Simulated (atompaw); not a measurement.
# A PAW (atompaw) potential for Co, from input to tests

Aim: build the potential from the settings below, then test how well it stands in for the atom: scattering, ghost states and the plane-wave cutoff that it needs.

Program: atompaw 4.2.0.5. Reference atom: PBE, scalar-relativistic, spherical and spin-unpolarised. All values are calculated.

## Step 1: The atom and the settings

Typed settings, in words:

```json
{"element": "cobalt (Co, Z = 27)", "type": "PAW", "frozen core": "[Ar]", "valence charge": "9", "reference configuration": "3d7 4s2 4p0", "partial waves": "4s (bound): rc 2.75 bohr; 4s channel at 3.15 Ry: rc 2.75 bohr; 4p (bound, empty): rc 2.50 bohr; 4p channel at 0.7 Ry: rc 2.75 bohr; 3d (bound): rc 1.40 bohr; 3d channel at 0.85 Ry: rc 1.40 bohr", "local potential": "bessel scheme, radius 1.80 bohr", "core correction": "smooth core density matched at 2.20 bohr", "augmentation charge": "sinc compensation charge, radius 2.75 bohr; PAW radius 2.75 bohr; waves and projectors: custom rrkj gramschmidtortho"}
```

## Step 2: The generation run

Contents of Co.input:

```
Co 27
GGA-PBE scalarrelativistic loggrid 1500 logderivrange -3 5 201
4 4 3 0 0 0
4 1 0
3 2 7
0 0 0
c
c
c
v
c
c
v
v
2
2.75 2.75 1.80 2.20
y
3.15
n
y
0.7
n
y
0.85
n
custom rrkj gramschmidtortho sinc
bessel
2.75
2.75
2.50
2.75
1.40
1.40
PWSCFOUT
UPFDX 0.0125d0 UPFXMIN -7.d0 UPFZMESH 27.d0
END
```

The run is started by

```
$ atompaw < Co.input > Co.log
```

Before running it: what results should come out? Wanted: cutoffs for 10 and 1 mRy, occupied levels; bound ghosts; largest phase difference near zero energy, channels read; lowest eigenvalue of the overlap; share of valence orbitals outside the PAW sphere; UPF file.

The runs gave:

```
                                                quantity                     value
               cutoffs for 10 and 1 mRy, occupied levels           55 Ry and 90 Ry
                                            bound ghosts            p at -44.37 eV
largest phase difference near zero energy, channels read                 0.001 rad
         lowest eigenvalue of the overlap (Bessel basis)                 0.349 (p)
        share of valence orbitals outside the PAW sphere  4s 48 %, 4p 80 %, 3d 2 %
                                                UPF file                   written
```

**Reading.** It has a bound ghost (p), a state that the atom doesn't have, and that rules the file out. By its cutoff, 55 Ry for the looser tolerance, it is of middling hardness. The slowest occupied level is 3d: taken alone it needs 55 Ry to come within 1 mRy, against 6 Ry or less for 4s. Near zero energy the phases of the channels with partial waves agree within 0.001 rad.
